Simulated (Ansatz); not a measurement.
**Cl₂FGeH₃OSi: vertical ionisation energy**

One table from this session's results is given with a row withheld; the runs are named, their logs left out.

Method: unrestricted cation, the program's frozen cores in correlated methods; program: Ansatz 0.2.0, Gaussian basis.

The runs, in order: UKS PBE-D4/def2-TZVPP; UKS r2SCAN-D4/def2-TZVPP; UKS PBE0-D4/def2-TZVPP; UKS B3LYP-D4/def2-TZVPP; UKS wB97X-V/def2-TZVPP; UKS wB97M-V/def2-TZVPP; UKS B2PLYP/def2-TZVPP; UHF-CCSD(T)/def2-TZVPP; UHF-MP2/def2-QZVPP; extrapolation to the limit; then −ε(HOMO) from the neutral's earlier runs with LDA (SPW92), PBE-D4, revPBE-D4, BLYP-D4, r2SCAN-D4, B97M-V, PBE0-D4, B3LYP-D4, r2SCANh-D4, r2SCAN0-D4, HSE06-D4, BHLYP-D4, CAM-B3LYP-D4, LC-ωPBE, ωB97X-V, ωB97M-V.

## The geometry

All runs share one geometry, relaxed beforehand with PBE0-D4 in a triple-zeta def2 set.

9 atoms, charge 0, spin multiplicity 1.

Atoms are counted from 1 here; the program's logs count them from 0.

Bond lengths: F1–Si2 1.575 Å, Si2–Cl3 2.029 Å, Si2–Cl4 2.028 Å, Si2–O5 1.591 Å, O5–Ge6 1.792 Å, Ge6–H7 1.533 Å, Ge6–H8 1.533 Å, Ge6–H9 1.529 Å. Angles: F1–Si2–Cl3 107.8°, F1–Si2–Cl4 107.8°, F1–Si2–O5 108.9°, Cl3–Si2–Cl4 108.9°, Cl3–Si2–O5 111.6°, Cl4–Si2–O5 111.7°, Si2–O5–Ge6 138.2°, O5–Ge6–H7 107.2°, O5–Ge6–H8 107.2°, O5–Ge6–H9 104.3°, H7–Ge6–H8 112.2°, H7–Ge6–H9 112.7°, H8–Ge6–H9 112.7°.

Set-up of the first run:

in.yaml reads:

```yaml
crystal:
  periodic: [false, false, false]
  atoms:
    - {symbol: F, position_ang: [-2.452712, -0.514186, -1.348588]}
    - {symbol: Si, position_ang: [-0.893102, -0.432095, -1.141277]}
    - {symbol: Cl, position_ang: [-0.147837, 0.836624, -2.538163]}
    - {symbol: Cl, position_ang: [-0.128168, -2.283389, -1.459692]}
    - {symbol: O, position_ang: [-0.595002, 0.080552, 0.335568]}
    - {symbol: Ge, position_ang: [0.826138, 0.491349, 1.346566]}
    - {symbol: H, position_ang: [1.716922, -0.754979, 1.405998]}
    - {symbol: H, position_ang: [1.531826, 1.674780, 0.675072]}
    - {symbol: H, position_ang: [0.230435, 0.855045, 2.707317]}
basis:
  gaussian: {orbitals: def2-TZVPP}
total_charge: 1
magnetization: {spin_polarized: true, initial_magnetization: 1}
hamiltonian: {xc: pbe, dispersion: d4}
```

Among the steps run: Cation, UKS PBE-D4/def2-TZVPP; Cation, UKS r2SCAN-D4/def2-TZVPP; Cation, UKS PBE0-D4/def2-TZVPP; Cation, UKS B3LYP-D4/def2-TZVPP; Cation, UKS wB97X-V/def2-TZVPP; Cation, UKS wB97M-V/def2-TZVPP; Cation, UKS B2PLYP (frozen core)/def2-TZVPP; Cation, UHF-CCSD(T)/def2-TZVPP; Cation, UHF-MP2/def2-QZVPP.

One table of the session follows, with a row left open; its other results are not shown here.

Orbital estimates, from the neutral's runs:

| functional | −ε(HOMO) (eV) |
| --- | --- |
| LDA (SPW92) | ? |
| PBE-D4 | 7.72 |
| revPBE-D4 | 7.66 |
| BLYP-D4 | 7.57 |
| r2SCAN-D4 | 8.11 |
| B97M-V | 8.22 |
| PBE0-D4 | 9.21 |
| B3LYP-D4 | 8.92 |
| r2SCANh-D4 | 8.65 |
| r2SCAN0-D4 | 9.47 |
| HSE06-D4 | 8.80 |
| BHLYP-D4 | 10.54 |
| CAM-B3LYP-D4 | 10.59 |
| LC-ωPBE | 12.01 |
| ωB97X-V | 11.64 |
| ωB97M-V | 11.48 |

Q: Estimate the row for LDA (SPW92) from the others.

As computed: −ε(HOMO) (eV): 7.87. In the column «−ε(HOMO) (eV)» it lies between PBE-D4 (7.72) and r2SCAN-D4 (8.11).
